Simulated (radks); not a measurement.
**Nuclear size and the levels of Eu**

One table from this session's results is given with a row withheld; the runs are named, their logs left out.

Method: Dirac Kohn-Sham, PBE, spin-unpolarised, spherical densities, finite nucleus; open shells are shared between the two j in proportion to 2j + 1. Code: radks (a radial shooting solver on a logarithmic mesh, Libxc functionals) version 1.

### What is computed

| Quantity | Value |
| --- | --- |
| element | europium (Z = 63) |
| charge | 0 |
| electrons | 63 |
| configuration | [Xe] 4f7 6s2 |
| nuclear rms radius | 5.1115 fm |

The outer shells:

Eu
```
[Xe] core
4f [↑ ][↑ ][↑ ][↑ ][↑ ][↑ ][↑ ]
6s [↑↓]
```

Set-up of the first run:

The run's settings:

```text
Z 63
configuration [Xe] 4f7 6s2 5d0 6p0
relativity Dirac
functional pbe,pbe
spin unpolarised
j_filling average
nucleus finite rms 5.1115 fm
c 137.035999084
```

Steps of the session up to this table: rms radius 5.1115 fm.

One of the session's tables, all rows but one given; the rest of the session is left out.

It belongs to the step «rms radius 5.1115 fm». Sizes of the orbitals, from the radial functions (bohr):

```
level     <r>  outermost maximum (interpolated)  90 % within  nodes
5p3/2   1.662                              1.43         2.45      3
6s1/2       ?                                 ?            ?      ?
4f5/2  0.9663                             0.590         1.70      0
4f7/2  0.9888                             0.595         1.75      0
5d3/2   3.290                              2.12         5.56      2
5d5/2   3.437                              2.18         5.82      2
6p1/2   5.781                              4.72         8.75      4
6p3/2   6.144                              4.99         9.29      4
```

**Question.** Estimate the row for 6s1/2.

The run gave: <r>: 4.268; outermost maximum (interpolated): 3.62; 90 % within: 6.32; nodes: 5. In the column «<r>» it lies between 5d5/2 (3.437) and 6p1/2 (5.781).
